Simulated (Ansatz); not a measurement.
# GeH3N: the cost of one run

Program: Ansatz 0.2.0, Gaussian basis. Level of theory: cc-pVTZ, core rule «outside noble gas», up to 15 orbitals frozen. These are calculated values, not measurements.

To be run: UHF; CCSD(T) on ROHF; CCSD(T) on UHF; BCCD(T) on ROHF; CCSDT(Q) on ROHF; CCSDT(Q) on UHF.

5 further runs of the same task are left out: 2 for a known fault of the program, 3 set aside as unsound or not needed.

## (1) The geometry

The geometry is a PBE0/def2-TZVP stationary point (not a proven minimum) of the parent state, kept for this charge and spin. No spin-orbit coupling is included. The filled d shell of Ge may be among the frozen orbitals whatever the setting's name suggests; the logs give the count.

5 atoms, charge 1, spin multiplicity 2.

Atoms are counted from 1 here; the program's logs count them from 0.

Bond lengths: Ge1–N2 1.703 Å, Ge1–H3 1.543 Å, Ge1–H4 1.529 Å, N2–H5 1.020 Å. Angles: N2–Ge1–H3 128.8°, N2–Ge1–H4 117.8°, H3–Ge1–H4 113.4°, Ge1–N2–H5 110.9°.

## (2) UHF

in.yaml reads:

```yaml
crystal:
  periodic: [false, false, false]
  atoms:
    - {symbol: Ge, position_ang: [0.000000, 0.013551, 0.270262]}
    - {symbol: N, position_ang: [0.000000, -0.128473, -1.427255]}
    - {symbol: H, position_ang: [0.000000, 1.292635, 1.132552]}
    - {symbol: H, position_ang: [0.000000, -1.274515, 1.094008]}
    - {symbol: H, position_ang: [0.000000, 0.790573, -1.870085]}
basis:
  gaussian: {orbitals: cc-pVTZ}
total_charge: 1
magnetization: {spin_polarized: true, initial_magnetization: 1}
hamiltonian: {xc: hf}
output: {orbitals: {seedname: orbitals}}
```

Started as:

```sh
$ ansatz run in.yaml --threads 1 --pin off --events-out ev --progress --plain --max-ram 2816MiB --backend cpu
```

What time and memory should one allow on 1 thread of AMD EPYC 7R13, shared host?

About 9 s, with a peak of 0.37 GiB.
